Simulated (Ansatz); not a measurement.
# SnSe: the cost of one run

Code: Ansatz 0.2.0. PAW datasets, plane waves. Spin-unpolarised throughout; all numbers are computed.

## (1) The system as given

The unstrained cell was relaxed with r2SCAN; in each strained cell the atoms were relaxed again with r2SCAN. Names of k-points are those of the unstrained zone, where strain can split equivalent points. First state: +3.0 % strain along z alone.

The symmetry is Pnma (No. 62, orthorhombic); a = 11.739 Å, b = 4.129 Å, c = 4.829 Å in the conventional setting, 29.26 Å³ an atom. Around Sn lie 3 Se at 2.76–2.77 Å; around Se lie 3 Sn at 2.76–2.77 Å.

Coordinates:

```
Sn Se
1.0
    11.73926    0.00000    0.00000
     0.00000    4.12947    0.00000
     0.00000    0.00000    4.82873
Sn Se
4 4
Cartesian
  7.2942 3.0971 1.7806
  10.3146 1.0324 4.1950
  4.4450 1.0324 3.0481
  1.4246 3.0971 0.6337
  1.7491 1.0324 2.4488
  7.6187 1.0324 4.7943
  4.1206 3.0971 0.0344
  9.9902 3.0971 2.3799
```

From earlier runs on the unstrained cell: PBE 0.75 eV, r2SCAN 1.04 eV, HSE06 1.20 eV; a = 11.739 Å, b = 4.129 Å, c = 4.688 Å.

## (2) +3.0 % strain along z alone: PBE

File input.yaml:

```yaml
crystal:
  lattice:
    - [11.7392579279, 0.0, 0.0]
    - [0.0, 4.1294738267, 0.0]
    - [0.0, 0.0, 4.8287255755]
  atoms:
    - { symbol: Sn, position: [0.6213542071, 0.75, 0.368758143] }
    - { symbol: Sn, position: [0.8786457929, 0.25, 0.868758143] }
    - { symbol: Sn, position: [0.3786457929, 0.25, 0.631241857] }
    - { symbol: Sn, position: [0.1213542071, 0.75, 0.131241857] }
    - { symbol: Se, position: [0.1489922928, 0.25, 0.5071321475] }
    - { symbol: Se, position: [0.6489922928, 0.25, 0.9928678525] }
    - { symbol: Se, position: [0.3510077072, 0.75, 0.0071321475] }
    - { symbol: Se, position: [0.8510077072, 0.75, 0.4928678525] }
kpoints:
  mp_grid: { grid: [2, 6, 6] }
  band_path:
    path:
      - [0.0, 0.0, 0.0]
      - [0.5, 0.0, 0.0]
      - [0.5, 0.5, 0.0]
      - [0.0, 0.5, 0.0]
      - [0.0, 0.0, 0.5]
      - [0.5, 0.0, 0.5]
      - [0.5, 0.5, 0.5]
      - [0.0, 0.5, 0.5]
      - [0.0, 0.3333333333, 0.0]
      - [0.0, 0.0, 0.309896]
      - [0.0, 0.348958, 0.0]
    npoints: 1
hamiltonian:
  xc: pbe
scf:
  occupations: { method: fermi_dirac, width: 0.02 }
  n_extra_bands: 6
output:
  forces: true
  stress: true
  eigenvalues: true
```

Launch:

```console
> ansatz run input.yaml --threads 2 --pin off --max-ram 20275MiB --backend cpu --events-out ev --progress --plain --runs-dir out
```

Q: Estimate wall time and peak memory on 2 threads of AMD EPYC 7R13 (Zen 3), shared host.

About 12 s, with a peak of 0.97 GiB.
